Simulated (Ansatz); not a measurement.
# C8H12O8Si: one species, many methods

The task here is to estimate one member of a computed series from the others.

Method: functionals in def2-TZVPP, the program's frozen cores in correlated methods; program: Ansatz 0.2.0, Gaussian basis.

Plan: LDA (SPW92), PBE-D4, revPBE-D4, BLYP-D4, r2SCAN-D4, B97M-V, PBE0-D4, B3LYP-D4, r2SCANh-D4, r2SCAN0-D4, HSE06-D4, BHLYP-D4, CAM-B3LYP-D4, LC-ωPBE, ωB97X-V, ωB97M-V, B2PLYP, PBE-QIDH; CCSD(T)/def2-SVP; CCSD(T)/def2-TZVPP; MP2/def2-QZVPP; extrapolation to the limit; RPA on PBE.

## The geometry

An earlier PBE0-D4 in a triple-zeta def2 set relaxation fixed the geometry.

SMILES `CC(=O)O[Si](OC(C)=O)(OC(C)=O)OC(C)=O`, 29 atoms, charge 0, spin multiplicity 1.

Atoms are counted from 1 here; the program's logs count them from 0.

Bond lengths: C1–C2 1.491 Å, C1–H18 1.087 Å, C1–H19 1.091 Å, C1–H20 1.092 Å, C2–O3 1.198 Å, C2–O4 1.354 Å, O4–Si5 1.641 Å, Si5–O6 1.641 Å, Si5–O10 1.641 Å, Si5–O14 1.641 Å, O6–C7 1.354 Å, C7–C8 1.491 Å, C7–O9 1.198 Å, C8–H21 1.092 Å, C8–H22 1.091 Å, C8–H23 1.087 Å, O10–C11 1.354 Å, C11–C12 1.491 Å and more. Angles: C2–C1–H18 110.0°, C2–C1–H19 109.9°, C2–C1–H20 108.7°, H18–C1–H19 110.7°, H18–C1–H20 110.2°, H19–C1–H20 107.3°, C1–C2–O3 126.2°, C1–C2–O4 111.6°, O3–C2–O4 122.2°, C2–O4–Si5 124.2°, O4–Si5–O6 107.0°, O4–Si5–O10 114.6°, O4–Si5–O14 107.0°, O6–Si5–O10 107.0°, O6–Si5–O14 114.6°, O10–Si5–O14 107.0°, Si5–O6–C7 124.2°, O6–C7–C8 111.6° and more.

Coordinates:

```
C    -0.86257    3.58358    1.37623
C    -0.40927    2.59356    0.35763
O    -0.16121    2.82490   -0.79138
O    -0.31144    1.34886    0.88076
Si   -0.00200   -0.00040    0.00031
O     1.60245    0.00883   -0.34231
C     2.30969   -1.08804   -0.70172
C     3.76992   -0.79791   -0.78358
O     1.78649   -2.14556   -0.90967
O    -0.79729   -0.07752   -1.43263
C    -2.09257    0.27705   -1.60302
C    -2.48341    0.25612   -3.04173
O    -2.80017    0.57277   -0.68260
O    -0.50135   -1.28158    0.89518
C     0.18195   -1.78585    1.94937
C    -0.43570   -3.04626    2.45238
O     1.16356   -1.25624    2.38669
H    -0.86429    4.58261    0.94856
H    -0.21204    3.54002    2.25125
H    -1.86851    3.31326    1.70507
H     4.12822   -0.51675    0.20922
H     3.94256    0.05318   -1.44436
H     4.30371   -1.67486   -1.13992
H    -3.54271    0.47683   -3.14238
H    -2.24977   -0.71757   -3.47547
H    -1.89106    1.00131   -3.57736
H     0.09028   -3.38987    3.33907
H    -0.38111   -3.80216    1.66578
H    -1.49189   -2.88041    2.67084
```

Set-up of the first run:

Input file in.yaml:

```yaml
crystal:
  periodic: [false, false, false]
  atoms:
    - {symbol: C, position_ang: [-0.862571, 3.583583, 1.376225]}
    - {symbol: C, position_ang: [-0.409271, 2.593556, 0.357631]}
    - {symbol: O, position_ang: [-0.161209, 2.824897, -0.791375]}
    - {symbol: O, position_ang: [-0.311436, 1.348856, 0.880758]}
    - {symbol: Si, position_ang: [-0.001996, -0.000405, 0.000310]}
    - {symbol: O, position_ang: [1.602450, 0.008831, -0.342306]}
    - {symbol: C, position_ang: [2.309694, -1.088040, -0.701724]}
    - {symbol: C, position_ang: [3.769921, -0.797909, -0.783584]}
    - {symbol: O, position_ang: [1.786494, -2.145557, -0.909673]}
    - {symbol: O, position_ang: [-0.797288, -0.077523, -1.432634]}
    - {symbol: C, position_ang: [-2.092569, 0.277052, -1.603018]}
    - {symbol: C, position_ang: [-2.483414, 0.256123, -3.041732]}
    - {symbol: O, position_ang: [-2.800175, 0.572774, -0.682596]}
    - {symbol: O, position_ang: [-0.501347, -1.281585, 0.895177]}
    - {symbol: C, position_ang: [0.181949, -1.785855, 1.949367]}
    - {symbol: C, position_ang: [-0.435699, -3.046261, 2.452378]}
    - {symbol: O, position_ang: [1.163558, -1.256240, 2.386691]}
    - {symbol: H, position_ang: [-0.864290, 4.582610, 0.948561]}
    - {symbol: H, position_ang: [-0.212036, 3.540020, 2.251247]}
    - {symbol: H, position_ang: [-1.868507, 3.313264, 1.705074]}
    - {symbol: H, position_ang: [4.128225, -0.516745, 0.209222]}
    - {symbol: H, position_ang: [3.942563, 0.053184, -1.444361]}
    - {symbol: H, position_ang: [4.303714, -1.674860, -1.139919]}
    - {symbol: H, position_ang: [-3.542710, 0.476833, -3.142379]}
    - {symbol: H, position_ang: [-2.249772, -0.717570, -3.475466]}
    - {symbol: H, position_ang: [-1.891059, 1.001310, -3.577365]}
    - {symbol: H, position_ang: [0.090282, -3.389872, 3.339073]}
    - {symbol: H, position_ang: [-0.381113, -3.802161, 1.665775]}
    - {symbol: H, position_ang: [-1.491890, -2.880409, 2.670842]}
basis:
  gaussian: {orbitals: def2-TZVPP}
hamiltonian: {xc: lda}
output: {orbitals: {seedname: orbitals}}
```

Among the steps run: LDA; PBE-D4 (GGA); revPBE-D4 (GGA); BLYP-D4 (GGA); r2SCAN-D4 (meta-GGA); B97M-V (meta-GGA); PBE0-D4 (hybrid); B3LYP-D4 (hybrid); r2SCANh-D4 (hybrid); r2SCAN0-D4 (hybrid); HSE06-D4 (hybrid); BHLYP-D4 (hybrid); CAM-B3LYP-D4 (range-separated); LC-ωPBE-D4 (range-separated; the results give it without D4); ωB97X-V (range-separated); ωB97M-V (range-separated); B2PLYP (double hybrid); PBE-QIDH (double hybrid).

One of the session's tables, all rows but one given; the rest of the session is left out.

It belongs to the step «Orbital energies across the functionals». 

| functional | HOMO (eV) | gap (eV) |
| --- | --- | --- |
| LDA (SPW92) | -6.77 | 5.10 |
| PBE-D4 | -6.56 | 5.18 |
| revPBE-D4 | -6.47 | 5.21 |
| BLYP-D4 | -6.47 | 5.20 |
| r2SCAN-D4 | -6.91 | 5.80 |
| B97M-V | -7.05 | 6.07 |
| PBE0-D4 | -8.24 | 8.01 |
| B3LYP-D4 | -7.99 | 7.46 |
| r2SCANh-D4 | -7.54 | 6.85 |
| r2SCAN0-D4 | -8.50 | 8.43 |
| HSE06-D4 | -7.83 | 7.21 |
| BHLYP-D4 | -9.89 | 10.91 |
| CAM-B3LYP-D4 | -9.74 | 10.69 |
| LC-ωPBE | -11.06 | 13.27 |
| ωB97X-V | ? | ? |
| ωB97M-V | -10.68 | 12.71 |

Q: Estimate the row for ωB97X-V from the others.

**Answer.** HOMO (eV): -10.74; gap (eV): 12.86. In the column «HOMO (eV)» it lies between LC-ωPBE (-11.06) and ωB97M-V (-10.68).
